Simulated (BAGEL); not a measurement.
# HF/6-31G(d) (density fitting with qzvpp-jkfit, spherical functions) run of Si2NH5O (SMILES N1[SiH2]O[SiH2]1)

What is the electronic atomisation energy of Si2NH5O at HF/6-31G* (density fitting with qzvpp-jkfit, spherical functions)? 

Program for the calculation: BAGEL 1.2.2.

16 further runs of the same task are left out: 16 set aside as unsound or not needed.

## (1) The system as given

The species is Si2NH5O (9 atoms), meant as a singlet with charge 0. SMILES: `N1[SiH2]O[SiH2]1`. Geometry: relaxed at GFN2-xTB.

Bond lengths: N1–Si2 1.742 Å, Si2–O3 1.663 Å, N1–Si4 1.743 Å, O3–Si4 1.663 Å, N1–H5 1.003 Å, Si2–H6 1.452 Å, Si2–H7 1.454 Å, Si4–H8 1.453 Å, Si4–H9 1.452 Å. Some angles: N1–Si2–O3 85.7°, Si2–N1–Si4 91.4°, Si2–O3–Si4 97.2°, N1–Si4–O3 85.7°, N1–Si2–H6 114.5°, N1–Si2–H7 114.5°, O3–Si2–H6 110.3°, O3–Si2–H7 110.2°, Si2–N1–H5 134.2°, Si4–N1–H5 134.4°.

## (2) The energy at HF/6-31G(d) (density fitting with qzvpp-jkfit, spherical functions)

hf.json reads:

```json
{ "bagel" : [

{
  "title" : "molecule",
  "basis" : "6-31gs.json",
  "df_basis" : "qzvpp-jkfit",
  "angstrom" : "true",
  "geometry" : [
    { "atom" : "N", "xyz" : [   -0.733740,    0.378460,   -0.561130 ] },
    { "atom" : "Si", "xyz" : [    0.954270,    0.754990,   -0.350250 ] },
    { "atom" : "O", "xyz" : [    0.966010,   -0.491250,    0.750680 ] },
    { "atom" : "Si", "xyz" : [   -0.634030,   -0.918540,    0.598540 ] },
    { "atom" : "H", "xyz" : [   -1.468020,    0.754270,   -1.131390 ] },
    { "atom" : "H", "xyz" : [    1.211230,    2.018980,    0.317440 ] },
    { "atom" : "H", "xyz" : [    1.791800,    0.423750,   -1.491200 ] },
    { "atom" : "H", "xyz" : [   -0.745980,   -2.248940,    0.024760 ] },
    { "atom" : "H", "xyz" : [   -1.341540,   -0.671720,    1.842540 ] }
  ]
},
{
  "title" : "hf"
},
{
  "title" : "print",
  "file" : "orbitals.molden",
  "orbitals" : "true"
}

]}
```

The basis set 6-31G* is read from a file made from the Basis Set Exchange's data (not shown).

On the command line:

```sh
$ BAGEL_NUM_THREADS=1 BAGEL hf.json > hf.out
```

Standard output:

```text
* using 1 threads per process

  ===============================================================
  ===============================================================

  *** Geometry ***

  { "atom" : "N", "xyz" : [     -1.386568,      0.715186,     -1.060382 ] },
  { "atom" : "Si", "xyz" : [      1.803309,      1.426724,     -0.661877 ] },
  { "atom" : "O", "xyz" : [      1.825494,     -0.928328,      1.418580 ] },
  { "atom" : "Si", "xyz" : [     -1.198143,     -1.735789,      1.131077 ] },
  { "atom" : "H", "xyz" : [     -2.774156,      1.425364,     -2.138017 ] },
  { "atom" : "H", "xyz" : [      2.288893,      3.815319,      0.599875 ] },
  { "atom" : "H", "xyz" : [      3.386011,      0.800771,     -2.817960 ] },
  { "atom" : "H", "xyz" : [     -1.409698,     -4.249881,      0.046790 ] },
  { "atom" : "H", "xyz" : [     -2.535143,     -1.269367,      3.481896 ] },

  Number of auxiliary basis functions:      500

  Since a DF basis is specified, we compute 2- and 3-index integrals:
    o Being stored without compression. Storage requirement is 0.022 GB

  Number of basis functions:       74
  Number of electrons      :       48

    * METHOD: MOLECULE                             0.21

  *** RHF ***

  === Nuclear Repulsion ===
   238.5595041495

      * DIIS with orbital gradients will be used.

  === RHF iteration (6-31gs.json) ===
      0       -709.84699339          0.02599989           0.04
      1       -710.04056013          0.01692643           0.04
      2       -710.15328775          0.00153922           0.04
      3       -710.15461449          0.00053194           0.04
      4       -710.15473524          0.00010817           0.04
      5       -710.15474120          0.00001922           0.04
      6       -710.15474145          0.00000586           0.04
      7       -710.15474148          0.00000113           0.04
      8       -710.15474148          0.00000031           0.04
      9       -710.15474148          0.00000013           0.04
     10       -710.15474148          0.00000004           0.04
     11       -710.15474148          0.00000001           0.04
    * SCF iteration converged.

    * Permanent dipole moment:
           (    0.639139,    -0.324753,     0.497678) a.u.

    * METHOD: HF                                   0.61

    * METHOD: PRINT                                0.01

  ===============================================================
```

Wall time 1 s (1 thread of AMD EPYC 9R45 (Zen 5), shared host); peak memory 0.11 GiB.

## (3) The H atom

hf.json reads:

```json
{ "bagel" : [

{
  "title" : "molecule",
  "basis" : "6-31gs.json",
  "df_basis" : "qzvpp-jkfit",
  "angstrom" : "true",
  "geometry" : [
    { "atom" : "H", "xyz" : [       0.000000,       0.000000,       0.000000 ] }
  ]
},

{ "title" : "uhf", "nopen" : 1 },

{ "title" : "print", "file" : "orbitals.molden", "orbitals" : "true" }

]}
```

The basis set 6-31G* is read from a file made from the Basis Set Exchange's data (not shown).

On the command line:

```sh
$ BAGEL_NUM_THREADS=1 BAGEL hf.json > hf.out
```

Standard output:

```text
* using 1 threads per process

  ===============================================================
  ===============================================================

  *** Geometry ***

  { "atom" : "H", "xyz" : [      0.000000,      0.000000,      0.000000 ] },

  Number of auxiliary basis functions:       18

  Since a DF basis is specified, we compute 2- and 3-index integrals:
    o Being stored without compression. Storage requirement is 0.000 GB

  Number of basis functions:        2
  Number of electrons      :        1

    * METHOD: MOLECULE                             0.01

  *** Open-shell HF ***

  === Nuclear Repulsion ===
     0.0000000000

      * DIIS with orbital gradients will be used.

  === UHF iteration (6-31gs.json) ===
      0         -0.49072816          0.08996690           0.00
      1         -0.49744587          0.02923745           0.00
      2         -0.49815036          0.00947238           0.00
      3         -0.49823291          0.00000000           0.00
    * SCF iteration converged.

    * S^2 (UHF) is 0.7500

    * Permanent dipole moment:
           (    0.000000,     0.000000,     0.000000) a.u.

    * METHOD: UHF                                  0.01

    * METHOD: PRINT                                0.00

  ===============================================================
```

Wall time 0.22 s (1 thread of AMD EPYC 9R45 (Zen 5), shared host).

## (4) The N atom

hf.json reads:

```json
{ "bagel" : [

{
  "title" : "molecule",
  "basis" : "6-31gs.json",
  "df_basis" : "qzvpp-jkfit",
  "angstrom" : true,
  "geometry" : [
    { "atom" : "N", "xyz" : [    0.000000,    0.000000,    0.000000 ] }
  ]
},
{
  "title" : "uhf",
  "nopen" : 3
},
{
  "title" : "print",
  "file" : "orbitals.molden",
  "orbitals" : true
}

]}
```

The basis set 6-31G* is read from a file made from the Basis Set Exchange's data (not shown).

Run the same way, it converges to -54.38500 Eh (log not shown).

## (5) The O atom at the same level

calc.json reads:

```json
{ "bagel": [

{
  "title": "molecule",
  "basis": "6-31gs.json",
  "df_basis": "qzvpp-jkfit",
  "angstrom": true,
  "geometry": [
    { "atom": "O", "xyz": [       0.000000,       0.000000,       0.000000 ] }
  ]
},

{
  "title": "uhf",
  "nopen": 2
},

{
  "title": "print",
  "file": "orbitals.molden",
  "orbitals": true
}

]}
```

The basis set 6-31G* is read from a file made from the Basis Set Exchange's data (not shown).

On the command line:

```sh
$ BAGEL_NUM_THREADS=1 BAGEL calc.json > calc.out
```

Standard output:

```text
* using 1 threads per process

  ===============================================================
  ===============================================================

  *** Geometry ***

  { "atom" : "O", "xyz" : [      0.000000,      0.000000,      0.000000 ] },

  Number of auxiliary basis functions:       77

  Since a DF basis is specified, we compute 2- and 3-index integrals:
    o Being stored without compression. Storage requirement is 0.000 GB

  Number of basis functions:       14
  Number of electrons      :        8

    * METHOD: MOLECULE                             0.01

  *** Open-shell HF ***

  === Nuclear Repulsion ===
     0.0000000000

      * DIIS with orbital gradients will be used.

  === UHF iteration (6-31gs.json) ===
      0        -74.77174474          0.01805609           0.00
      1        -74.78177491          0.00548005           0.00
      2        -74.78290854          0.00208081           0.00
      3        -74.78314815          0.00037351           0.00
      4        -74.78316225          0.00011688           0.00
      5        -74.78316393          0.00000400           0.00
      6        -74.78316401          0.00000178           0.00
      7        -74.78316403          0.00000070           0.00
      8        -74.78316403          0.00000004           0.00
      9        -74.78316403          0.00000000           0.00
    * SCF iteration converged.

    * S^2 (UHF) is 2.0055

    * Permanent dipole moment:
           (   -0.000000,    -0.000000,     0.000000) a.u.

    * METHOD: UHF                                  0.01

    * METHOD: PRINT                                0.00

  ===============================================================
```

It took 0.22 s on 1 thread of AMD EPYC 9R45 (Zen 5), shared host.

## (6) The Si atom at the same level

calc.json reads:

```json
{ "bagel" : [

{
  "title" : "molecule",
  "basis" : "6-31gs.json",
  "df_basis" : "qzvpp-jkfit",
  "angstrom" : true,
  "geometry" : [
    { "atom" : "Si", "xyz" : [    0.000000,    0.000000,    0.000000 ] }
  ]
},
{ "title" : "uhf", "nopen" : 2 },
{ "title" : "print", "file" : "orbitals.molden", "orbitals" : true }

]}
```

The basis set 6-31G* is read from a file made from the Basis Set Exchange's data (not shown).

Run the same way, it converges to -288.83102 Eh (log not shown).

## (7) Results

Level: HF/6-31G* (density fitting with qzvpp-jkfit, spherical functions).

```
                     quantity          value
       molecule: total energy  -710.15474 Eh
      molecule: dipole moment         2.22 D
        molecule: HOMO energy      -10.65 eV
        molecule: LUMO energy        3.09 eV
      molecule: HOMO–LUMO gap       13.74 eV
         H atom: total energy    -0.49823 Eh
        H atom: dipole moment         0.00 D
                 H atom: ⟨S²⟩          0.750
         N atom: total energy   -54.38500 Eh
        N atom: dipole moment         0.00 D
                 N atom: ⟨S²⟩          3.755
         O atom: total energy   -74.78316 Eh
        O atom: dipole moment         0.00 D
                 O atom: ⟨S²⟩          2.006
        Si atom: total energy  -288.83102 Eh
       Si atom: dipole moment         0.00 D
                Si atom: ⟨S²⟩          2.006
electronic atomisation energy      22.677 eV
```

What this shows: Taking the molecule apart into free atoms costs 22.68 eV (523 kcal/mol), before zero-point energy and without spin-orbit coupling. Hartree–Fock lacks the correlation of the bonding pairs, which as a rule makes this value much too low; in minimal bases other errors can mask that.
